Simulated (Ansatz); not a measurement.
Nudged elastic band run: Li$_{16}$H

Input:

```yaml
crystal:
  lattice:
    - [6.98, 0.0, 0.0]
    - [0.0, 6.98, 0.0]
    - [0.0, 0.0, 6.98]
  atoms:
    - { symbol: Li, position: [-0.00334964, 0.02205268, 0.00010324] }
    - { symbol: Li, position: [0.51977931, -0.01739042, 0.00060511] }
    - { symbol: Li, position: [-0.00372414, 0.47581118, 0.00027998] }
    - { symbol: Li, position: [0.00697783, 0.00715794, 0.4997644] }
    - { symbol: Li, position: [0.2538629, 0.24965807, 0.22916847] }
    - { symbol: Li, position: [0.5194668, 0.51412978, 0.00060439] }
    - { symbol: Li, position: [0.48565374, -0.01248176, 0.50019002] }
    - { symbol: Li, position: [0.72977984, 0.24877714, 0.26714399] }
    - { symbol: Li, position: [0.00676689, 0.49102006, 0.49982932] }
    - { symbol: Li, position: [0.24236873, 0.75034985, 0.24216633] }
    - { symbol: Li, position: [0.25401397, 0.24948111, 0.77196324] }
    - { symbol: Li, position: [0.48694993, 0.51105617, 0.50021704] }
    - { symbol: Li, position: [0.76442601, 0.74959445, 0.26074636] }
    - { symbol: Li, position: [0.72993429, 0.24876497, 0.73451855] }
    - { symbol: Li, position: [0.24246294, 0.75028761, 0.75876035] }
    - { symbol: Li, position: [0.76376868, 0.74957096, 0.73994134] }
    - { symbol: H, position: [0.12648443, 0.250542, -0.00018564] }
basis:
  ecutwfc: 420.0
kpoints:
  mp_grid: { grid: [3, 3, 3] }
hamiltonian:
  xc: pbe
scf:
  occupations: { method: gaussian, width: 0.1 }
  lower_state_search: "off"
neb:
  images: 5
  f_tol: 0.03
  initial_path: idpp
  max_iterations: 80
  spring: { min: 2.0, max: 10.0 }
  final_atoms:
    - { symbol: Li, position: [0.02272085, -0.00423072, 0.0001056] }
    - { symbol: Li, position: [0.47571499, -0.00380356, 9.316e-05] }
    - { symbol: Li, position: [-0.01782364, 0.52007546, -0.00011487] }
    - { symbol: Li, position: [0.00796819, 0.0075691, 0.50011029] }
    - { symbol: Li, position: [0.25030726, 0.25424853, 0.22768742] }
    - { symbol: Li, position: [0.51632409, 0.52030114, -0.00010779] }
    - { symbol: Li, position: [0.49130489, 0.00717746, 0.50009644] }
    - { symbol: Li, position: [0.75030185, 0.24209878, 0.24126999] }
    - { symbol: Li, position: [-0.01287755, 0.4853873, 0.49999814] }
    - { symbol: Li, position: [0.2495955, 0.72943019, 0.26744212] }
    - { symbol: Li, position: [0.25031773, 0.25440634, 0.77185072] }
    - { symbol: Li, position: [0.51213404, 0.48605659, 0.49999986] }
    - { symbol: Li, position: [0.75000336, 0.76452472, 0.26112996] }
    - { symbol: Li, position: [0.75031049, 0.24199901, 0.75851593] }
    - { symbol: Li, position: [0.24959206, 0.72949522, 0.73212562] }
    - { symbol: Li, position: [0.74999643, 0.76472068, 0.73867478] }
    - { symbol: H, position: [0.24909176, 0.12643594, -0.00030736] }
  order_check: true
```

Command:

```bash
$ ansatz run input.yaml --threads 2 --pin off --max-ram 5120MiB --backend cpu --events-out ev --progress --plain --runs-dir out
```

Output, in part (warnings, iteration lines):

```
NEB end point (image 0): max|allowed force component| = 2.573e-2 eV/Å (the criterion of neb.relax_end_points is 1.000e-2)
NEB end point (image 6): max|allowed force component| = 1.072e-2 eV/Å (the criterion of neb.relax_end_points is 1.000e-2)
NEB iter   1: max|band force component| = 6.030e-1 eV/Å  barrier→ = 0.1501 eV  barrier← = 0.1505 eV  Δτ_max = 0.1174 Å  (45 SCF iters)
NEB iter   2: max|band force component| = 1.761e-1 eV/Å  barrier→ = 0.0703 eV  barrier← = 0.0706 eV  CI = image 3  Δτ_max = 0.1938 Å  (30 SCF iters)
NEB iter   3: max|band force component| = 1.941e-1 eV/Å  barrier→ = 0.0149 eV  barrier← = 0.0153 eV  CI = image 2  Δτ_max = 0.1755 Å  (30 SCF iters)
NEB iter   4: max|band force component| = 1.944e0 eV/Å  barrier→ = 0.0292 eV  barrier← = 0.0296 eV  CI = image 2  Δτ_max = 0.0891 Å  (28 SCF iters)
NEB iter   5: max|band force component| = 4.607e-1 eV/Å  barrier→ = 0.0058 eV  barrier← = 0.0062 eV  CI = image 2  Δτ_max = 0.1668 Å  (28 SCF iters)
NEB iter   6: max|band force component| = 1.171e0 eV/Å  barrier→ = 0.0028 eV  barrier← = 0.0031 eV  CI = image 1  Δτ_max = 0.1429 Å  (29 SCF iters)
NEB iter   7: max|band force component| = 3.468e0 eV/Å  barrier→ = 0.0051 eV  barrier← = 0.0055 eV  CI = image 3  Δτ_max = 0.1791 Å  (26 SCF iters)
NEB iter   8: max|band force component| = 1.327e0 eV/Å  barrier→ = 0.0085 eV  barrier← = 0.0089 eV  CI = image 1  Δτ_max = 0.1960 Å  (28 SCF iters)
NEB iter   9: max|band force component| = 2.383e0 eV/Å  barrier→ = 0.0032 eV  barrier← = 0.0036 eV  CI = image 4  Δτ_max = 0.2000 Å  (30 SCF iters)
NEB iter  10: max|band force component| = 1.048e0 eV/Å  barrier→ = 0.0171 eV  barrier← = 0.0175 eV  CI = image 1  Δτ_max = 0.2000 Å  (26 SCF iters)
NEB iter  11: max|band force component| = 1.299e0 eV/Å  barrier→ = 0.0014 eV  barrier← = 0.0017 eV  CI = image 4  Δτ_max = 0.1649 Å  (27 SCF iters)
NEB iter  12: max|band force component| = 9.966e-1 eV/Å  barrier→ = 0.0016 eV  barrier← = 0.0020 eV  CI = image 4  Δτ_max = 0.1249 Å  (26 SCF iters)
NEB iter  13: max|band force component| = 4.334e-1 eV/Å  barrier→ = 0.0017 eV  barrier← = 0.0021 eV  CI = image 4  Δτ_max = 0.0478 Å  (26 SCF iters)
NEB iter  14: max|band force component| = 1.043e-1 eV/Å  barrier→ = 0.0017 eV  barrier← = 0.0021 eV  CI = image 4  Δτ_max = 0.0272 Å  (23 SCF iters)
NEB iter  15: max|band force component| = 2.177e-2 eV/Å  barrier→ = 0.0017 eV  barrier← = 0.0021 eV  CI = image 4  CI's point: of a kind that is not told: the force calls were inconclusive, a negative curvature could not be distinguished from the path's own, the only one lies far off the path, or fixed occupations may fill a level only in part  Δτ_max = 0.0000 Å  (263 SCF iters)
```

The forces met the threshold. A structure lower than the first end lies on the path between it and the top, so the climb from that side starts below the end, which may itself be a saddle point or a shallow side well. The top lies less than 8 meV above the higher end, about what the thresholds resolve: the motion is nearly free. By the program's own check the climbing image is of a kind that is not told: the force calls were inconclusive, a negative curvature could not be distinguished from the path's own, the only one lies far off the path, or fixed occupations may fill a level only in part (lowest curvatures found: -0.06 and 0.10 eV/Å²). Limits of this set-up: coarse k mesh, odd electron count without spin, a small cell, in which the defect meets its images, a typed lattice constant that wasn't relaxed here.

Final band (atoms are numbered from 1 in the order of the input):

| image | path coordinate (Å) | energy (eV) | Li3–H17 (Å) | Li2–H17 (Å) |
| --- | --- | --- | --- | --- |
| 0 | 0.00 | 0.000 | 1.82 | 3.32 |
| 1 | 0.77 | -0.003 | 1.93 | 2.75 |
| 2 | 1.55 | -0.006 | 2.67 | 1.94 |
| 3 | 1.84 | 0.001 | 2.89 | 1.89 |
| 4 | 1.99 | 0.002 | 3.00 | 1.87 |
| 5 | 2.19 | 0.001 | 3.13 | 1.84 |
| 6 | 2.47 | 0.000 | 3.32 | 1.82 |

The run took 7.3 min on 2 threads of Intel(R) Xeon(R) 6975P-C (Granite Rapids), on a shared host, peak memory 1.3 GiB.
